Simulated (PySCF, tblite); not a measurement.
**C₅H₅F₂Se radical: geometry, infrared bands and EPR parameters**

What infrared bands and EPR parameters should C₅H₅F₂Se radical (`FC(F)C1=C[CH]C[Se]1`) show?

Programs: tblite 0.8.0 and PySCF 2.14.0, with density-fitted response routines of our own. Each step states its level of theory. These are calculated values for one molecule in the gas phase, unless marked as measured. Atoms count from 0, in the outputs and in this text.

## 1. The molecule as given

13 atoms, charge 0, multiplicity 2; geometry from: force field or distance geometry start.

Bonds of the start (Å): F0–C1 1.39, C1–F2 1.41, C1–C3 1.47, C3–C4 1.33, C4–C5 1.42, C5–C6 1.44, C6–Se7 1.98, Se7–C3 1.95, C1–H8 1.09, C4–H9 1.12, C5–H10 1.08, C6–H11 1.09, C6–H12 1.12.

## 2. Relaxing the molecule with GFN2-xTB

Job settings and geometry (Å):

```
{"job": {"kind": "relax", "xc": "GFN2-xTB", "basis": "xTB"}, "charge": 0, "multiplicity": 2}
F      2.649300    -0.987600    -1.019500
C      2.202000    -0.039800    -0.099000
F      2.676000    -0.436500     1.164000
C      0.728000    -0.087000    -0.094300
C     -0.144800     0.877900    -0.351000
C     -1.524100     0.547800    -0.281200
C     -1.941700    -0.560100     0.542000
Se    -0.314600    -1.676000     0.359400
H      2.640700     0.924300    -0.359100
H      0.254800     1.887100    -0.625900
H     -2.255800     1.105200    -0.854400
H     -2.228200    -0.420000     1.584700
H     -2.746100    -1.134700     0.016600
```

The run is started by

```sh
$ OMP_NUM_THREADS=1 python probes_run.py task.json out
```

This one command runs all jobs of the session in turn.

Output:

```text
step      E/eV     max force
  0    -702.06016    3.270
  1    -702.36002    1.717
  2    -702.48613    0.943
  3    -702.60738    0.964
  4    -702.66817    0.663
  5    -702.70207    0.467
  6    -702.72953    0.461
  7    -702.75884    0.531
  8    -702.78170    0.375
  9    -702.79387    0.256
 10    -702.80235    0.254
 11    -702.81038    0.306
 12    -702.81817    0.312
 13    -702.82570    0.242
 14    -702.83228    0.224
 15    -702.83776    0.198
 16    -702.84231    0.195
 17    -702.84641    0.158
 18    -702.85045    0.184
 19    -702.85451    0.181
 20    -702.85834    0.212
 21    -702.86200    0.188
 22    -702.86557    0.153
 23    -702.86899    0.174
 24    -702.87193    0.150
 25    -702.87423    0.139
 26    -702.87593    0.106
 27    -702.87709    0.087
 28    -702.87772    0.066
 29    -702.87810    0.054
 30    -702.87848    0.053
 31    -702.87892    0.076
 32    -702.87940    0.077
 33    -702.87982    0.064
 34    -702.88016    0.063
 35    -702.88048    0.064
 36    -702.88086    0.080
 37    -702.88133    0.069
 38    -702.88180    0.055
 39    -702.88220    0.052
 40    -702.88255    0.055
 41    -702.88297    0.072
 42    -702.88352    0.066
 43    -702.88412    0.055
 44    -702.88457    0.053
 45    -702.88481    0.044
 46    -702.88495    0.030
 47    -702.88508    0.021
 48    -702.88515    0.018
 49    -702.88520    0.016
 50    -702.88525    0.019
 51    -702.88530    0.017
 52    -702.88534    0.017
 53    -702.88537    0.012
 54    -702.88538    0.009
```

It took 0.25 s on 1 thread of Arm Neoverse V2, shared host.

Along the way: (not every step is listed)

```csv
step,energy from step 0 (eV),largest force (eV/Å)
0,0.0000,3.2699
1,-0.2999,1.7175
2,-0.4260,0.9430
3,-0.5472,0.9645
4,-0.6080,0.6628
5,-0.6419,0.4670
6,-0.6694,0.4611
7,-0.6987,0.5310
8,-0.7215,0.3749
12,-0.7580,0.3122
16,-0.7822,0.1947
20,-0.7982,0.2115
24,-0.8118,0.1504
28,-0.8176,0.0662
32,-0.8192,0.0770
36,-0.8207,0.0801
40,-0.8224,0.0551
44,-0.8244,0.0526
48,-0.8250,0.0184
49,-0.8250,0.0161
50,-0.8251,0.0186
51,-0.8251,0.0168
52,-0.8252,0.0165
53,-0.8252,0.0121
54,-0.8252,0.0094
```

Distances of close pairs at the start and the end, largest changes first:

```csv
bond,before (Å),after (Å),change (Å)
C3–Se7,1.954,1.874,-0.080
C3–C4,1.326,1.397,+0.071
C4–C5,1.420,1.358,-0.062
C5–C6,1.442,1.487,+0.045
C1–F2,1.406,1.364,-0.042
C4–H9,1.120,1.078,-0.042
F0–C1,1.395,1.369,-0.026
C6–H12,1.119,1.094,-0.025
```

The next job starts from the end point, and lists it.

## 3. Harmonic vibrations with GFN2-xTB

Job settings and geometry (Å):

```
{"job": {"kind": "ir", "xc": "GFN2-xTB", "basis": "xTB"}, "charge": 0, "multiplicity": 2}
F      2.603194    -1.019297    -1.007182
C      2.157952    -0.097857    -0.098276
F      2.749502    -0.461150     1.075640
C      0.688473    -0.107011     0.021027
C     -0.184762     0.898857    -0.401397
C     -1.509540     0.673106    -0.208678
C     -1.877877    -0.621892     0.422549
Se    -0.188622    -1.581817     0.773150
H      2.564555     0.880170    -0.398716
H      0.196371     1.800883    -0.852555
H     -2.286437     1.364769    -0.481458
H     -2.413843    -0.488558     1.367283
H     -2.503356    -1.239717    -0.229115
```

Output:

```text
mode    cm-1     km/mol
  1     -14.2      1.06
  2      91.8      1.29
  3     123.3      5.40
  4     164.5      1.47
  5     298.4      7.82
  6     363.1      2.69
  7     439.3      6.70
  8     481.8      7.44
  9     530.1      8.08
 10     556.4      0.52
 11     617.1     44.36
 12     646.9     21.60
 13     747.3      9.33
 14     767.7      3.46
 15     864.0      4.89
 16     935.8    203.94
 17     995.9     69.73
 18    1003.5     33.51
 19    1031.0      0.28
 20    1070.4     26.42
 21    1155.7     15.06
 22    1170.4     12.37
 23    1202.1      2.38
 24    1238.9     10.31
 25    1277.1     43.26
 26    1392.3     22.05
 27    1401.7     39.23
 28    1493.9      3.56
 29    2888.9     33.48
 30    2901.2      7.45
 31    2930.3     14.34
 32    3096.9     18.09
 33    3125.8     13.52
```

It took 0.31 s on 1 thread of Arm Neoverse V2, shared host.

Which atoms move in the most intense modes:

```csv
cm⁻¹,km/mol,atoms
617,44.4,"C6 29 %, C1 27 %, C3 11 %"
936,203.9,"C1 64 %, F0 24 %"
996,69.7,"C5 18 %, C6 17 %, C1 17 %, H11 11 %"
1004,33.5,"C1 39 %, F2 17 %"
1070,26.4,"H10 41 %, C3 16 %, C1 12 %, H9 12 %"
1277,43.3,"H8 47 %, C1 16 %, H9 14 %"
1402,39.2,"C3 24 %, H12 21 %, H11 21 %, C4 13 %"
2889,33.5,H8 93 %
```

## 4. g tensor and hyperfine couplings: B3LYP/def2-TZVP-core+pcH-1

Same as in step 3 but for these lines:

```diff
@@ -1,2 +1,2 @@
-{"job": {"kind": "ir", "xc": "GFN2-xTB", "basis": "xTB"}, "charge": 0, "multiplicity": 2}
+{"job": {"kind": "epr", "basis": "pcH-1"}, "charge": 0, "multiplicity": 2}
 F      2.603194    -1.019297    -1.007182
```

Level: UKS B3LYP, def2-TZVP-core on Se, pcH-1 on C F H, non-relativistic, mean-field spin-orbit, GIAO.

Output:

```text
UKS, coarse grid
  cycle   1  E = -2794.66768161  |g| = 1.55e+00
  cycle   2  E = -2794.52868798  |g| = 1.04e+00
  cycle   3  E = -2794.68868070  |g| = 5.70e-01
  cycle   4  E = -2794.79198550  |g| = 1.38e-01
  cycle   5  E = -2794.80143797  |g| = 5.02e-02
  cycle   6  E = -2794.80264983  |g| = 1.00e-02
  cycle   7  E = -2794.80271372  |g| = 7.23e-03
  cycle   8  E = -2794.80274700  |g| = 2.25e-03
  cycle   9  E = -2794.80275485  |g| = 8.68e-04
UKS, final grid
  cycle   1  E = -2794.80271553  |g| = 1.03e-03
  cycle   2  E = -2794.80271481  |g| = 1.68e-03
  cycle   3  E = -2794.80271606  |g| = 2.01e-04
  cycle   4  E = -2794.80271608  |g| = 9.42e-05
  cycle   5  E = -2794.80271609  |g| = 7.26e-05
  cycle   6  E = -2794.80271610  |g| = 1.77e-05
E = -2794.80271610 Eh   <S^2> = 0.7693 (exact 0.7500)
g shifts (ppm)      1          2          3
  rmc          -183       -183       -183
  gc             -5         57         41
  oz_so        -277       8610      21596
  total        -464       8485      21455
hyperfine (MHz)  atom isotope    a_iso     a_fc   dipolar eigenvalues
    0   19F     116.83     116.37    -51.80    -49.88    101.68
    1   13C     -19.95     -19.93     -2.37      0.33      2.04
    2   19F      53.04      52.89    -35.11    -32.87     67.98
    3   13C      60.09      58.29    -48.05    -46.44     94.49
    4   13C     -39.90     -39.95    -24.48     10.42     14.06
    5   13C      42.61      42.59    -40.40    -38.54     78.95
    6   13C     -23.17     -23.54     -1.39     -0.17      1.55
    7  77Se      -0.97      11.14    -97.48    -70.14    167.62
    8    1H       0.06       0.08     -4.31     -2.26      6.58
    9    1H       9.60       9.56     -4.34     -1.03      5.36
   10    1H     -32.95     -32.95    -19.38     -0.60     19.97
   11    1H      93.53      93.51     -3.13     -1.35      4.48
   12    1H      96.60      96.58     -3.15     -1.34      4.48
```

Wall time 2.9 min (1 thread of Arm Neoverse V2, shared host); peak memory 1.4 GiB.

Principal g values 2.00185, 2.01080, 2.02377; g(iso) = 2.01214, against 2.00232 for a free electron.

Mean a(iso) over the nuclei that a row names, and the largest dipolar term of the row (other rows stand at the frozen geometry):

```csv
nuclei,isotope,a(iso) (MHz),"a(iso) (G, at g = 2.0023)",largest dipolar term (MHz)
"H11, H12",1H,95.1,33.9,4.5
"F0, F2",19F,84.9,30.3,101.7
C3,13C,60.1,21.4,94.5
C5,13C,42.6,15.2,78.9
C4,13C,-39.9,-14.2,-24.5
H10,1H,-32.9,-11.8,20.0
C6,13C,-23.2,-8.3,1.6
C1,13C,-20.0,-7.1,-2.4
H9,1H,9.6,3.4,5.4
Se7,77Se,-1.0,-0.3,167.6
H8,1H,0.1,0.0,6.6
```

Mulliken spin populations:

F0 0.02; C1 -0.01; F2 0.01; C3 0.54; C4 -0.21; C5 0.51; C6 -0.06; Se7 0.15; H8 0.00; H9 0.01; H10 -0.02; H11 0.03; H12 0.03

In first order the couplings over 0.8 MHz of 1H, 19F give 36 distinct lines over 143.6 G, if the averaged nuclei exchange fast.

Orbitals, density, ELF and potential are computed afterwards from the orbital file.

ELF in a plane through or near 9 of the atoms.

Values, 10 rows by 14 columns:
```
0.00 0.00 0.00 0.00 0.00 0.00 0.00 0.00 0.00 0.00 0.00 0.00 0.00 0.00
0.00 0.00 0.00 0.00 0.00 0.03 0.30 0.50 0.21 0.01 0.00 0.00 0.00 0.00
0.00 0.00 0.00 0.00 0.00 0.20 0.78 0.76 0.63 0.09 0.01 0.00 0.00 0.00
0.00 0.00 0.05 0.17 0.09 0.08 0.38 0.69 0.33 0.46 0.32 0.07 0.01 0.00
0.00 0.00 0.03 0.22 0.38 0.74 0.69 0.62 0.64 0.74 0.57 0.18 0.02 0.00
0.00 0.00 0.03 0.73 0.25 0.85 0.32 0.67 0.49 0.88 0.35 0.03 0.00 0.00
0.00 0.00 0.82 1.00 0.98 0.03 0.65 0.35 0.75 0.79 0.99 0.43 0.00 0.00
0.00 0.00 0.06 0.56 0.09 0.35 1.00 0.98 0.05 0.82 0.99 0.64 0.00 0.00
0.00 0.00 0.00 0.00 0.00 0.09 0.84 0.60 0.00 0.01 0.04 0.00 0.00 0.00
0.00 0.00 0.00 0.00 0.00 0.00 0.00 0.00 0.00 0.00 0.00 0.00 0.00 0.00
```
The map spans 10.5 Å across and 9.2 Å up, centred on the molecule. Atoms in the plane (x, y in Å): C1 (-2.2, 0.1), C3 (-0.7, 0.1), C4 (0.1, -1.0), C5 (1.5, -0.8), C6 (1.9, 0.7), Se7 (0.3, 1.8), H8 (-2.6, -0.9), H9 (-0.3, -2.0), H10 (2.2, -1.5).

log10 of the density (e/Å³) in the same plane.

Ten even steps from '0' (-4.0) to '9' (2.6):
```
0000000000000111000000000000
0000000000111222111000000000
0000000001223333322100000000
0000000012234444432211000000
0000001112344555543222110000
0001233333445787554433221000
0002334443445898655544321000
0012345554455676666654332100
0012445665566655568765432100
0012345686668655566654332100
0012345666666665566554321000
0012345665556666687554321000
0012345554445676666654321000
0001234443445665555654321000
0001122332345654444544321000
0000001112334443323332110000
0000000001223332212211000000
0000000000111211100000000000
0000000000000000000000000000
0000000000000000000000000000
```
The map spans 10.5 Å across and 9.2 Å up, centred on the molecule. Atoms in the plane (x, y in Å): C1 (-2.2, 0.1), C3 (-0.7, 0.1), C4 (0.1, -1.0), C5 (1.5, -0.8), C6 (1.9, 0.7), Se7 (0.3, 1.8), H8 (-2.6, -0.9), H9 (-0.3, -2.0), H10 (2.2, -1.5).

On the surface of density 0.002 e/bohr³ the electrostatic potential runs, from the 1st to the 99th percentile, from -1.03 V near F0 to 1.32 V near H8.

The spin density lies nearest to C3, C5 about 29 % each; Se7 14 %; C4 8 % (beta excess).

## 5. Summary of results

| quantity | value |
| --- | --- |
| strongest single infrared mode (GFN2-xTB) | 936 cm⁻¹, 204 km/mol |
| zero-point energy (GFN2-xTB) | 52.9 kcal/mol |
| g(iso) (B3LYP) | 2.01214 |
| ⟨S²⟩ | 0.769 (exact 0.75) |
| largest a(iso) (averaged by class) | 1H on H11, H12, 95.1 MHz |
| surface potential, 1st and 99th percentile | -1.03 V and 1.32 V |

In words: Over 54 steps the energy fell by 0.825 eV; of the close pairs, C3–Se7 changed most, 1.954 to 1.874 Å. The lowest mode is slightly imaginary (14i cm⁻¹), a soft motion within the noise of the Hessian, so the minimum is not strictly shown. The strongest single mode, at 936 cm⁻¹, moves mainly C1. GFN2-xTB is a fitted tight-binding method: band positions and strengths are rough. Its intensities can rank the bands wrongly. The largest spin populations lie on C3 (0.54 e), C5 (0.51 e). The isotropic g lies 9.8 ppt above the free-electron value. The hyperfine terms hold no scalar relativity, which the heavier nuclei need.
